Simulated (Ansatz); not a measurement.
FH3NOSV, SMILES [NH2][V]([OH])([F])=[S], a single point in a Gaussian basis

With Ansatz 0.2.0, Python API.

The cells in order, each with its output:

**Cell 1**
```python
from pathlib import Path

import ansatz as az
```

**Cell 2**
```python
system = (
    az.Crystal.molecule()
    .atom("N", [1.5525, 0.0315, 0.129])
    .atom("V", [-0.4193, 0.1515, -0.6017])
    .atom("O", [-1.6596, -0.7259, 0.6596])
    .atom("F", [-0.4283, -0.7368, -2.3021])
    .atom("S", [-0.9598, 2.0482, -0.8467])
    .atom("H", [1.4956, 0.5711, 1.044])
    .atom("H", [1.7401, -0.9279, 0.3049])
    .atom("H", [-1.2291, -0.4688, 1.5573])
)

setup = (
    system.calculation()
    .basis(gaussian="def2-SVP")
    .functional("r2scan")
    .orbitals()
)
print(setup.to_yaml())
outcome = setup.run(runs_dir="runs")
summary = outcome.report
```
Output:
```text
crystal:
  periodic: [false, false, false]
  atoms:
    - { symbol: "N", position_ang: [1.5525, 0.0315, 0.129] }
    - { symbol: V, position_ang: [-0.4193, 0.1515, -0.6017] }
    - { symbol: O, position_ang: [-1.6596, -0.7259, 0.6596] }
    - { symbol: F, position_ang: [-0.4283, -0.7368, -2.3021] }
    - { symbol: S, position_ang: [-0.9598, 2.0482, -0.8467] }
    - { symbol: H, position_ang: [1.4956, 0.5711, 1.044] }
    - { symbol: H, position_ang: [1.7401, -0.9279, 0.3049] }
    - { symbol: H, position_ang: [-1.2291, -0.4688, 1.5573] }
basis:
  gaussian:
    orbitals: def2-SVP
hamiltonian:
  xc: r2scan
output:
  orbitals: {}
```

**Cell 3**
```python
sorted(key for key in summary if key.endswith("_ev"))
```
Output:
```text
['free_energy_ev', 'reference_energy_ev']
```

**Cell 4**
```python
summary["published_state_doubts"]
```
Output:
```text
[]
```

**Cell 5**
```python
print("reference energy %16.6f eV" % summary["reference_energy_ev"])
print("total energy     %16.6f eV" % summary["free_energy_ev"])
print("occupied orbitals outside the frozen core (up, down):", summary["n_occupied"], " frozen:", summary["n_frozen"], " virtual:", summary["n_virtual"])
```
Output:
```text
reference energy    -42812.732517 eV
total energy        -42812.732517 eV
occupied orbitals outside the frozen core (up, down): [33, 33]  frozen: 0  virtual: [73, 73]
```

**Cell 6**
```python
lines = Path(summary["orbitals_path"]).read_text().splitlines()
field_of = lambda key: [line.split("=")[1].strip() for line in lines if line.startswith(key)]
orbitals = [(27.211386 * float(e), s, float(n)) for e, s, n in zip(field_of("Ene="), field_of("Spin="), field_of("Occup="))]
homo = max(e for e, _, n in orbitals if n > 0.5)
lumo = min(e for e, _, n in orbitals if n < 0.5)
print(f"HOMO {homo:.3f} eV, LUMO {lumo:.3f} eV, gap {lumo - homo:.3f} eV")
```
Output:
```text
HOMO -7.112 eV, LUMO -5.009 eV, gap 2.103 eV
```

Total energies depend on the basis set; only differences at equal settings carry meaning. The geometry is a force-field or estimated start, not a minimum of this method, and the basis set is short of its limit. Levels such as HOMO and LUMO are orbital energies: with these approximate functionals they aren't the ionisation energy and electron affinity, and their gap isn't the fundamental gap. The orbitals are restricted, and with so small a gap a broken-symmetry state can lie lower. Run time: 11 s on 1 thread of Arm Neoverse V1 (shared host), peak memory 0.24 GiB.

(Lines on the test bed's own set-up are left out of the output.)
